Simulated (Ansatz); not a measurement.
**LaGa2: a relaxation**

Aim: for LaGa2, find the bulk's equilibrium cell.

Computed with Ansatz 0.2.0 (DFT PBEsol, scalar-relativistic, plane waves, PAW, unless a step's input says otherwise).

2 further runs of the same task are left out: 1 that didn't finish, 1 set aside as unsound or not needed.

It takes space group P6/mmm (No. 191, hexagonal). Conventional cell: a = 4.234 Å, b = 4.234 Å, c = 4.584 Å, α = 90.00°, β = 90.00°, γ = 120.00°. La (site symmetry 6/mmm) has 12 Ga at 3.35 Å as nearest neighbours. Around Ga (site symmetry -6m2) lie 3 Ga at 2.44 Å.

Coordinates:

```
La Ga
1.0
     4.23377    0.00000    0.00000
    -2.11689    3.66656    0.00000
     0.00000    0.00000    4.58417
La Ga
1 2
Cartesian
  0.0000 0.0000 0.0000
  0.0000 2.4444 2.2921
  2.1169 1.2222 2.2921
```

The structure above is the start of the run; the results belong to its end.

| quantity | value |
| --- | --- |
| bulk: relaxed cell | a = 4.273 Å, b = 4.273 Å, c = 4.380 Å, α = 90.00°, β = 90.00°, γ = 120.00° |
| bulk: space group (0.01 Å) | P6/mmm (No. 191) |
| bulk: volume | 23.09 Å³/atom |

The bulk cell shrank by 2.7 % in volume on relaxing. The shape changed too: the edges of the input's cell moved by +0.9, +0.9, -4.5 %. Spin-orbit coupling is left out for La.

Q: Write the input and the launch command of the relaxation that these results rest on.

A: The one used for the relaxation. It is one of several that fit.

Input file input.yaml:

```yaml
crystal:
  lattice:
    - [4.2337748042, 0.0, 0.0]
    - [-2.1168874021, 3.6665565344, 0.0]
    - [0.0, 0.0, 4.5841707423]
  atoms:
    - { symbol: La, position: [0.0, 0.0, 0.0] }
    - { symbol: Ga, position: [0.3333333333, 0.6666666667, 0.5] }
    - { symbol: Ga, position: [0.6666666667, 0.3333333333, 0.5] }
basis:
  ecutwfc: 420
kpoints:
  mp_grid: { grid: [12, 12, 10] }
hamiltonian:
  xc: pbesol
scf:
  occupations: { method: gaussian, width: 0.1 }
output:
  forces: true
  stress: true
  eigenvalues: true
relax:
  adjacent_minimum: "off"
  f_tol: 0.005
  max_steps: 80
  cell: { stress_tol: 0.05 }
```

On the command line:

```console
$ ansatz run input.yaml --threads 4 --pin off --max-ram 10240MiB --backend cpu --events-out ev --progress --plain --runs-dir out
```
